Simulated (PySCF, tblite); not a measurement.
# C₄H₈NSi radical: geometry, infrared bands and EPR parameters

Aim: predict the infrared bands and EPR parameters of C₄H₈NSi radical (`[H]/N=C\C1C[SiH]C1`).

Computed with tblite 0.8.0 and PySCF 2.14.0, with density-fitted response routines of our own, on a single molecule in the gas phase. Atoms count from 0, in the outputs and in this text.

## Step 1: Starting geometry

14 atoms, charge 0, multiplicity 2; geometry from: force field or distance geometry start.

Bonds of the start (Å): N0–C1 1.32, C1–C2 1.47, C2–C3 1.52, C3–Si4 1.89, Si4–C5 1.89, C5–C2 1.53, N0–H6 1.02, C1–H7 1.08, C2–H8 1.10, C3–H9 1.10, C3–H10 1.12, Si4–H11 1.47, C5–H12 1.10, C5–H13 1.10.

## Step 2: Optimising the geometry with GFN2-xTB

What the job is given:

```
{"job": {"kind": "relax", "xc": "GFN2-xTB", "basis": "xTB"}, "charge": 0, "multiplicity": 2}
N      2.588800    -0.308400    -0.009400
C      1.479700     0.207900    -0.502800
C      0.202800    -0.011200     0.195300
C     -0.791800    -0.885600    -0.553200
Si    -2.094300    -0.109400     0.567800
C     -0.798200     1.124400    -0.025000
H      2.540300    -0.853300     0.852300
H      1.498200     0.799000    -1.406200
H      0.287100    -0.243400     1.267400
H     -0.972100    -0.601900    -1.597000
H     -0.710400    -1.983100    -0.357500
H     -1.776600    -0.468900     1.953300
H     -0.627500     1.954500     0.683700
H     -0.826600     1.378900    -1.090700
```

Run with:

```console
$ OMP_NUM_THREADS=1 python probes_run.py task.json out
```

The driver reads the jobs from task.json and runs them one after another.

The program printed:

```text
step      E/eV     max force
  0    -465.88702    4.726
  1    -466.27385    4.156
  2    -466.49468    1.544
  3    -466.67064    1.308
  4    -466.79580    1.037
  5    -466.83287    0.504
  6    -466.87788    0.705
  7    -466.90518    0.612
  8    -466.92677    0.369
  9    -466.94383    0.379
 10    -466.96879    0.625
 11    -467.00060    0.756
 12    -467.03173    0.549
 13    -467.05394    0.386
 14    -467.06841    0.375
 15    -467.08009    0.466
 16    -467.09585    0.389
 17    -467.11313    0.376
 18    -467.12603    0.286
 19    -467.13830    0.339
 20    -467.15580    0.400
 21    -467.17023    0.321
 22    -467.17919    0.316
 23    -467.18623    0.290
 24    -467.19423    0.248
 25    -467.20418    0.332
 26    -467.21541    0.330
 27    -467.22465    0.230
 28    -467.22961    0.267
 29    -467.23548    0.267
 30    -467.24010    0.212
 31    -467.24816    0.166
 32    -467.25061    0.137
 33    -467.25317    0.111
 34    -467.25412    0.078
 35    -467.25485    0.077
 36    -467.25542    0.076
 37    -467.25600    0.071
 38    -467.25659    0.072
 39    -467.25717    0.061
 40    -467.25769    0.063
 41    -467.25819    0.054
 42    -467.25869    0.048
 43    -467.25916    0.051
 44    -467.25952    0.050
 45    -467.25978    0.044
 46    -467.25999    0.039
 47    -467.26018    0.038
 48    -467.26036    0.035
 49    -467.26053    0.029
 50    -467.26068    0.028
 51    -467.26081    0.031
 52    -467.26091    0.022
 53    -467.26098    0.020
 54    -467.26104    0.019
 55    -467.26109    0.016
 56    -467.26115    0.016
 57    -467.26119    0.016
 58    -467.26123    0.019
 59    -467.26127    0.020
 60    -467.26132    0.017
 61    -467.26137    0.015
 62    -467.26141    0.013
 63    -467.26144    0.019
 64    -467.26148    0.024
 65    -467.26154    0.024
 66    -467.26163    0.018
 67    -467.26171    0.025
 68    -467.26179    0.024
 69    -467.26186    0.025
 70    -467.26196    0.029
 71    -467.26207    0.026
 72    -467.26216    0.023
 73    -467.26222    0.020
 74    -467.26226    0.020
 75    -467.26234    0.029
 76    -467.26247    0.035
 77    -467.26264    0.033
 78    -467.26282    0.032
 79    -467.26294    0.037
 80    -467.26303    0.035
 81    -467.26315    0.033
 82    -467.26331    0.034
 83    -467.26347    0.027
 84    -467.26360    0.026
 85    -467.26370    0.024
 86    -467.26384    0.028
 87    -467.26399    0.038
 88    -467.26411    0.036
 89    -467.26419    0.030
 90    -467.26424    0.017
 91    -467.26427    0.017
 92    -467.26429    0.012
 93    -467.26430    0.010
```

Wall time 0.52 s (1 thread of Arm Neoverse V1, shared host).

Step by step: (not every step is listed)

```
step  energy from step 0 (eV)  largest force (eV/Å)
   0                   0.0000                4.7262
   1                  -0.3868                4.1559
   2                  -0.6077                1.5442
   3                  -0.7836                1.3076
   4                  -0.9088                1.0372
   5                  -0.9459                0.5041
   6                  -0.9909                0.7054
   7                  -1.0182                0.6117
   8                  -1.0397                0.3695
  16                  -1.2088                0.3888
  24                  -1.3072                0.2479
  32                  -1.3636                0.1369
  40                  -1.3707                0.0632
  48                  -1.3733                0.0347
  56                  -1.3741                0.0159
  64                  -1.3745                0.0237
  72                  -1.3751                0.0226
  80                  -1.3760                0.0352
  88                  -1.3771                0.0359
  89                  -1.3772                0.0298
  90                  -1.3772                0.0174
  91                  -1.3773                0.0168
  92                  -1.3773                0.0121
  93                  -1.3773                0.0100
```

Close pairs (by a distance rule), those that changed most:

```
  bond  before (Å)  after (Å)  change (Å)
 N0–C1       1.319      1.254      -0.065
Si4–C5       1.885      1.920      +0.035
C3–Si4       1.886      1.920      +0.035
C3–H10       1.118      1.088      -0.029
 C2–C3       1.521      1.546      +0.024
 C1–C2       1.472      1.492      +0.020
C5–H12       1.105      1.089      -0.016
 C2–C5       1.530      1.545      +0.016
```

The end geometry stands in the next job.

## Step 3: Vibrational analysis with GFN2-xTB

What the job is given:

```
{"job": {"kind": "ir", "xc": "GFN2-xTB", "basis": "xTB"}, "charge": 0, "multiplicity": 2}
N      2.634403    -0.025667    -0.434799
C      1.416017     0.120926    -0.693727
C      0.240018    -0.071832     0.204274
C     -0.775965    -1.095607    -0.350989
Si    -2.212995     0.091878     0.109338
C     -0.649293     1.187665     0.310001
H      2.838863    -0.314862     0.522590
H      1.175619     0.429504    -1.709546
H      0.575690    -0.378829     1.200219
H     -0.631199    -1.262646    -1.417602
H     -0.734798    -2.066100     0.140161
H     -2.897121    -0.233771     1.367810
H     -0.521349     1.739526     1.239548
H     -0.458569     1.879341    -0.509444
```

The program printed:

```text
mode    cm-1     km/mol
  1      51.9      0.25
  2      66.5      0.82
  3     299.0      3.06
  4     329.4      2.40
  5     366.8      9.26
  6     488.9      9.79
  7     504.5     29.33
  8     581.4     42.74
  9     679.1     20.42
 10     694.0     78.22
 11     751.5     69.87
 12     772.1     20.54
 13     801.6     30.31
 14     911.0      3.83
 15    1015.1      0.58
 16    1048.5      0.23
 17    1062.7     19.01
 18    1085.0     32.96
 19    1104.9     34.30
 20    1170.2      0.34
 21    1174.8      2.20
 22    1221.5     75.25
 23    1254.9      0.41
 24    1304.7     32.57
 25    1348.3     58.22
 26    1472.9      1.62
 27    1478.8      0.40
 28    1740.3    244.05
 29    2190.4    390.79
 30    2933.5     27.79
 31    2983.6      7.24
 32    2986.3     11.41
 33    2992.2    134.55
 34    3000.3     43.82
 35    3002.3      1.45
 36    3298.2     29.57
```

Run time: 0.38 s. Hardware: 1 thread of Arm Neoverse V1, shared host.

The strongest bands and the atoms that carry them (share of the mass-weighted mode):

```
cm⁻¹  km/mol                                  atoms
 694    78.2  H10 18 %, H12 18 %, Si4 16 %, C3 14 %
 752    69.9   C5 21 %, C3 21 %, Si4 17 %, H13 11 %
1222    75.2     C2 22 %, H6 20 %, H7 18 %, C1 10 %
1348    58.2                       H7 60 %, H6 16 %
1740   244.1                       C1 59 %, N0 38 %
2190   390.8                               H11 97 %
2992   134.6   H12 21 %, H9 18 %, H7 18 %, H10 17 %
3000    43.8  H13 27 %, H10 25 %, H9 24 %, H12 19 %
```

## Step 4: EPR parameters: B3LYP/pcH-1

Settings changed since step 3:

```diff
@@ -1,2 +1,2 @@
-{"job": {"kind": "ir", "xc": "GFN2-xTB", "basis": "xTB"}, "charge": 0, "multiplicity": 2}
+{"job": {"kind": "epr", "basis": "pcH-1"}, "charge": 0, "multiplicity": 2}
 N      2.634403    -0.025667    -0.434799
```

Method: UKS B3LYP, pcH-1 on C H N Si, non-relativistic, mean-field spin-orbit, GIAO.

The program printed:

```text
UKS, coarse grid
  cycle   1  E = -501.34691892  |g| = 3.96e-01
  cycle   2  E = -501.24182104  |g| = 5.99e-01
  cycle   3  E = -501.42048239  |g| = 7.68e-02
  cycle   4  E = -501.42191057  |g| = 5.37e-02
  cycle   5  E = -501.42323826  |g| = 9.31e-03
  cycle   6  E = -501.42328586  |g| = 3.53e-03
  cycle   7  E = -501.42329216  |g| = 7.00e-04
UKS, final grid
  cycle   1  E = -501.42330725  |g| = 7.36e-04
  cycle   2  E = -501.42330707  |g| = 9.87e-04
  cycle   3  E = -501.42330753  |g| = 1.45e-04
  cycle   4  E = -501.42330754  |g| = 5.04e-05
  cycle   5  E = -501.42330754  |g| = 2.68e-05
E = -501.42330754 Eh   <S^2> = 0.7513 (exact 0.7500)
g shifts (ppm)      1          2          3
  rmc          -140       -140       -140
  gc             18         52         68
  oz_so          -6        742       2558
  total        -127        654       2486
hyperfine (MHz)  atom isotope    a_iso     a_fc   dipolar eigenvalues
    0   14N       0.09       0.09     -0.70     -0.35      1.05
    1   13C       9.00       9.01     -1.62     -1.46      3.08
    2   13C      15.67      15.68     -3.06     -2.25      5.31
    3   13C      11.30      11.24     -7.63     -6.75     14.38
    4  29Si    -467.33    -468.25   -164.38     81.31     83.07
    5   13C      11.19      11.14     -7.59     -6.72     14.31
    6    1H       2.94       2.94     -1.00     -0.44      1.44
    7    1H       0.23       0.23     -1.52     -0.43      1.96
    8    1H       3.60       3.60     -2.24     -1.01      3.25
    9    1H      11.41      11.41     -4.83     -3.01      7.83
   10    1H      12.24      12.23     -4.64     -0.53      5.17
   11    1H      78.09      78.07     -8.78      1.16      7.61
   12    1H      12.18      12.17     -4.62     -0.54      5.17
   13    1H      11.56      11.55     -4.82     -3.01      7.83
```

It took 49 s on 1 thread of Arm Neoverse V1, shared host; peak memory 0.87 GiB.

Principal g values 2.00219, 2.00297, 2.00481; g(iso) = 2.00332, against 2.00232 for a free electron.

Mean a(iso) over the nuclei that a row names, and the largest dipolar term of the row (other rows stand at the frozen geometry):

```
  nuclei  isotope  a(iso) (MHz)  a(iso) (G, at g = 2.0023)  largest dipolar term (MHz)
     Si4     29Si        -467.3                     -166.8                      -164.4
     H11       1H          78.1                       27.9                        -8.8
      C2      13C          15.7                        5.6                         5.3
H10, H12       1H          12.2                        4.4                         5.2
 H9, H13       1H          11.5                        4.1                         7.8
  C3, C5      13C          11.2                        4.0                        14.4
      C1      13C           9.0                        3.2                         3.1
      H8       1H           3.6                        1.3                         3.2
      H6       1H           2.9                        1.0                         1.4
      H7       1H           0.2                        0.1                         2.0
      N0      14N           0.1                        0.0                         1.1
```

Mulliken spin populations:

N0 0.00; C1 0.01; C2 0.01; C3 0.03; Si4 0.88; C5 0.03; H6 0.00; H7 0.00; H8 0.00; H9 0.00; H10 0.00; H11 0.03; H12 0.00; H13 0.00

In first order the couplings over 0.8 MHz of 1H give 72 distinct lines over 47.1 G, if the averaged nuclei exchange fast; the same motion can average rows kept apart here too.

Orbitals, density, ELF and potential are computed afterwards from the orbital file.

ELF in a plane through or near 4 of the atoms.

Ten even steps from ' ' (0.00) to '@' (0.94):
```
                                                        
                                                        
                                                        
                                                        
                          ........                      
                        ..==++**==::..                  
          ..::::--::    ..++##++++++==::....            
        ::++**++++++==..  ==++--==@@%%++--::::..        
      ::##@@@@%%####++++==**%%**@@@@....--**++::        
      ==%%@@@@@@##++::++%%++**--==..##%%..####==..      
      ==@@@@@@%%##++--**%%++**--==::####..**##--..      
      ::##@@@@%%####++++==**%%++%%%%::..--**++--        
        ::++**++++++==    ++++**==@@%%++----::..        
          ..::::--::    ..**##++++++==::....            
                        ..==****==::..                  
                            ......                      
                                                        
                                                        
                                                        
                                                        
```
The map spans 11.5 Å across and 9.2 Å up, centred on the molecule. Atoms in the plane (x, y in Å): C1 (-1.5, 0.0), C3 (0.7, -1.2), Si4 (2.2, 0.0), C5 (0.7, 1.2).

On the surface of density 0.002 e/bohr³ the electrostatic potential runs, from the 1st to the 99th percentile, from -1.89 V near N0 to 1.27 V near H6.

The spin density lies nearest to Si4 69 %; H11 11 %.

## Step 5: Summary of results

```
                                                                  quantity                    value
                                 strongest single infrared mode (GFN2-xTB)    2190 cm⁻¹, 391 km/mol
                                              zero-point energy (GFN2-xTB)            68.9 kcal/mol
                                                            g(iso) (B3LYP)                  2.00332
                                                                      ⟨S²⟩       0.751 (exact 0.75)
                                        largest a(iso) (averaged by class)  29Si on Si4, -467.3 MHz
potential on the surface of density 0.002 e/bohr³, 1st and 99th percentile       -1.89 V and 1.27 V
```

In words: The optimisation took 93 steps and gained 1.377 eV; among the close pairs (by a distance rule), N0–C1 changed most, from 1.319 to 1.254 Å. No mode is imaginary among the 36: a minimum at this level. The strongest single mode, at 2190 cm⁻¹, moves mainly H11. Unscaled tight-binding wavenumbers are off by several per cent, some by more. Its intensities can rank the bands wrongly. Most of the unpaired spin sits on Si4 (0.88 e). The isotropic g lies 1.0 ppt above the free-electron value. These values are for one conformer; the search (at its own cheap level) found 2 more, at 0.04, 0.70 kcal/mol (those within 0.05 may be mirror or relabelled copies), and measured spectra average over such forms.
